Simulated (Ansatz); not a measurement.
# AlFH6O2Si: the cost of one run

Method: RKS PBE-D4/6-31G*, in Ansatz 0.2.0.

### 1 The system as given

Bond lengths: Al1–O2 2.130 Å, O2–Si3 1.680 Å, Si3–H4 1.460 Å, Si3–H5 1.460 Å, Si3–H6 1.460 Å, Al1–H7 1.560 Å, Al1–O8 1.780 Å, O8–H9 1.010 Å, Al1–F10 1.990 Å. Angles: Al1–O2–Si3 125.0°, O2–Al1–H7 120.0°, O2–Al1–O8 120.0°, O2–Al1–F10 71.6°, H7–Al1–O8 120.0°, H7–Al1–F10 105.4°, O8–Al1–F10 92.8°, O2–Si3–H4 109.5°, O2–Si3–H5 109.5°, O2–Si3–H6 109.5°, H4–Si3–H5 109.4°, H4–Si3–H6 109.4°, H5–Si3–H6 109.4°, Al1–O8–H9 109.5°.

Coordinates:

```xyz
11

Al    0.0000    0.0000    0.0000
O     0.0000    0.0000    2.1300
Si   -1.3147   -0.4067    3.0936
H    -2.2390   -1.2403    2.3304
H    -0.8506   -1.1432    4.2657
H    -1.9987    0.8095    3.5233
H     1.3510    0.0000   -0.7800
O    -1.5415    0.0000   -0.8900
H    -2.0512   -0.8467   -0.6815
F    -0.2489    1.8720    0.6275
H    -0.1654    1.2439    1.7062
```

### 2 Pulling towards end A

Springs on the bonds that form and break draw the guess towards this end; the thresholds are loose.

input.yaml reads:

```yaml
crystal:
  periodic: [false, false, false]
  atoms:
    - { symbol: Al, position_ang: [0.0, 0.0, 0.0] }
    - { symbol: O, position_ang: [0.0, 0.0, 2.13] }
    - { symbol: Si, position_ang: [-1.3147, -0.4067, 3.0936] }
    - { symbol: H, position_ang: [-2.239, -1.2403, 2.3304] }
    - { symbol: H, position_ang: [-0.8506, -1.1432, 4.2657] }
    - { symbol: H, position_ang: [-1.9987, 0.8095, 3.5233] }
    - { symbol: H, position_ang: [1.351, 0.0, -0.78] }
    - { symbol: O, position_ang: [-1.5415, 0.0, -0.89] }
    - { symbol: H, position_ang: [-2.0512, -0.8467, -0.6815] }
    - { symbol: F, position_ang: [-0.2489, 1.872, 0.6275] }
    - { symbol: H, position_ang: [-0.1654, 1.2439, 1.7062] }
basis:
  gaussian: { orbitals: "6-31G*" }
hamiltonian:
  xc: pbe
  dispersion: d4
relax:
  f_tol: 0.15
  max_steps: 25
  restrain:
    - { distance: [0, 9], at: 2.89, k: 30.0 }
    - { distance: [10, 1], at: 2.21, k: 30.0 }
    - { distance: [0, 1], at: 1.78, k: 30.0 }
    - { distance: [10, 9], at: 0.92, k: 30.0 }
output:
  orbitals: {}
```

The run is started by

```console
> ansatz run input.yaml --threads 2 --pin off --max-ram 3072MiB --backend cpu --events-out ev --progress --plain --runs-dir out
```

**Question.** How long does this run take on 2 threads of Arm Neoverse V2, shared host, and how much memory does it need?

About 22 s, with a peak of 0.15 GiB.
